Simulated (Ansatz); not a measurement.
# InGa3P2: the cost of one run

Computed with Ansatz 0.2.0 (DFT PBE, scalar-relativistic, plane waves, PAW, unless a step's input says otherwise).

## Step 1: The starting structure

The structure is hexagonal, space group P6/mmm (No. 191). Conventional cell: a = 4.141 Å, b = 4.141 Å, c = 7.861 Å, α = 90.00°, β = 90.00°, γ = 120.00°. In (site symmetry 6/mmm) has 2 P at 2.14 Å as nearest neighbours. Around Ga (site symmetry -6m2) lie 6 Ga at 2.39 Å. Around Ga (site symmetry 6/mmm) lie 2 P at 1.79 Å. P (site symmetry 6mm) has 1 Ga at 1.79 Å and 1 In at 2.14 Å as nearest neighbours.

Structure file:

```
In Ga P
1.0
     4.14082    0.00000    0.00000
    -2.07041    3.58606    0.00000
     0.00000    0.00000    7.86147
In Ga P
1 3 2
Direct
  0.00000 0.00000 0.00000
  0.33333 0.66667 0.50000
  0.66667 0.33333 0.50000
  0.00000 0.00000 0.50000
  0.00000 0.00000 0.72783
  0.00000 0.00000 0.27217
```

The cell is invented: random cell by space group and Wyckoff sites (P6/mmm, No. 191). Its size is a rough estimate.

## Step 2: Probe: one point on a coarse mesh

File input.yaml:

```yaml
crystal:
  lattice:
    - [4.1408217, 0.0, 0.0]
    - [-2.07041085, 3.58605678, 0.0]
    - [0.0, 0.0, 7.8614749]
  atoms:
    - { symbol: In, position: [0.0, 0.0, 0.0] }
    - { symbol: Ga, position: [0.33333333, 0.66666667, 0.5] }
    - { symbol: Ga, position: [0.66666667, 0.33333333, 0.5] }
    - { symbol: Ga, position: [0.0, 0.0, 0.5] }
    - { symbol: P, position: [0.0, 0.0, 0.72782786] }
    - { symbol: P, position: [0.0, 0.0, 0.27217214] }
basis:
  ecutwfc: 420
kpoints:
  mp_grid: { grid: [6, 6, 2] }
hamiltonian:
  xc: pbe
scf:
  occupations: { method: gaussian, width: 0.1 }
  lower_state_search: "off"
output:
  forces: true
  stress: true
  eigenvalues: true
```

Command:

```bash
> ansatz run input.yaml --threads 1 --pin off --max-ram 2560MiB --backend cpu --events-out ev --progress --plain --runs-dir out
```

What time and memory should one allow on 1 thread of Arm Neoverse V2, shared host?

About 4.6 s, with a peak of 0.38 GiB.
